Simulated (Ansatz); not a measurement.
# CH₈BFGaGeNSe: small, medium and large basis sets

One table from this session's results is given with a row withheld; the runs are named, their logs left out.

Method: one geometry, several basis sets; program: Ansatz 0.2.0, Gaussian basis.

The runs, in order: PBE0-D4/def2-SVP; ωB97M-V/def2-SVP; PBE0-D4/def2-QZVPP; ωB97M-V/def2-QZVPP; the functionals' def2-TZVPP values are taken from earlier runs.

**Structure used throughout**

The geometry comes from an earlier relaxation with PBE0-D4 in a triple-zeta def2 set; it is a stationary point, not always the lowest conformer.

15 atoms, charge 0, spin multiplicity 1.

Atoms are counted from 1 here; the program's logs count them from 0.

Bond lengths: N1–Ge2 1.855 Å, N1–H8 1.012 Å, N1–H9 1.012 Å, Ge2–B3 2.062 Å, Ge2–H10 1.542 Å, Ge2–H11 1.552 Å, B3–C4 1.545 Å, B3–Ga6 2.070 Å, C4–F5 1.397 Å, C4–H12 1.101 Å, C4–H13 1.101 Å, Ga6–Se7 2.337 Å, Ga6–H14 1.563 Å, Se7–H15 1.469 Å. Angles: Ge2–N1–H8 113.7°, Ge2–N1–H9 113.2°, H8–N1–H9 107.5°, N1–Ge2–B3 110.2°, N1–Ge2–H10 105.5°, N1–Ge2–H11 113.4°, B3–Ge2–H10 109.9°, B3–Ge2–H11 110.6°, H10–Ge2–H11 107.1°, Ge2–B3–C4 117.5°, Ge2–B3–Ga6 123.5°, C4–B3–Ga6 118.9°, B3–C4–F5 115.3°, B3–C4–H12 110.4°, B3–C4–H13 110.0°, F5–C4–H12 107.6°, F5–C4–H13 108.1°, H12–C4–H13 105.0° and more.

Set-up of the first run:

Input file in.yaml:

```yaml
crystal:
  periodic: [false, false, false]
  atoms:
    - {symbol: N, position_ang: [-2.617523, 0.656159, 0.323428]}
    - {symbol: Ge, position_ang: [-0.860873, 1.185494, 0.595235]}
    - {symbol: B, position_ang: [0.424605, -0.371442, 0.178472]}
    - {symbol: C, position_ang: [-0.198716, -1.701396, -0.299874]}
    - {symbol: F, position_ang: [0.714629, -2.714190, -0.600585]}
    - {symbol: Ga, position_ang: [2.486410, -0.198032, 0.237216]}
    - {symbol: Se, position_ang: [3.474922, 0.798241, -1.631802]}
    - {symbol: H, position_ang: [-2.961260, 0.013122, 1.024562]}
    - {symbol: H, position_ang: [-3.265086, 1.432134, 0.279573]}
    - {symbol: H, position_ang: [-0.621633, 2.342093, -0.395443]}
    - {symbol: H, position_ang: [-0.597681, 1.743124, 2.019766]}
    - {symbol: H, position_ang: [-0.893132, -2.093736, 0.459207]}
    - {symbol: H, position_ang: [-0.820611, -1.527174, -1.190999]}
    - {symbol: H, position_ang: [3.533841, -0.571978, 1.335581]}
    - {symbol: H, position_ang: [2.202100, 1.007581, -2.334338]}
basis:
  gaussian: {orbitals: def2-SVP}
hamiltonian: {xc: pbe0, dispersion: d4}
output: {orbitals: {seedname: orbitals}}
```

Started as:

```sh
$ ansatz run in.yaml --threads 4 --pin off --events-out ev --progress --plain --max-ram 63488MiB --backend cpu
```

Among the steps run: PBE0-D4 in def2-SVP; ωB97M-V in def2-SVP; PBE0-D4 in def2-QZVPP; ωB97M-V in def2-QZVPP.

One table of the session follows, with a row left open; its other results are not shown here.

It belongs to the step «Density functionals: the series». 

```
functional       basis  HOMO (eV)  LUMO (eV)
   PBE0-D4    def2-SVP      -7.02      -2.47
   PBE0-D4  def2-TZVPP      -7.14      -2.52
   PBE0-D4  def2-QZVPP      -7.15      -2.54
   ωB97M-V    def2-SVP          ?          ?
   ωB97M-V  def2-TZVPP      -9.25      -0.60
   ωB97M-V  def2-QZVPP      -9.27      -0.63
```

Q: Estimate the row for ωB97M-V, def2-SVP from the others.

**Answer.** HOMO (eV): -9.11; LUMO (eV): -0.50. In the column «HOMO (eV)» it lies between ωB97M-V, def2-TZVPP (-9.25) and PBE0-D4, def2-QZVPP (-7.15).
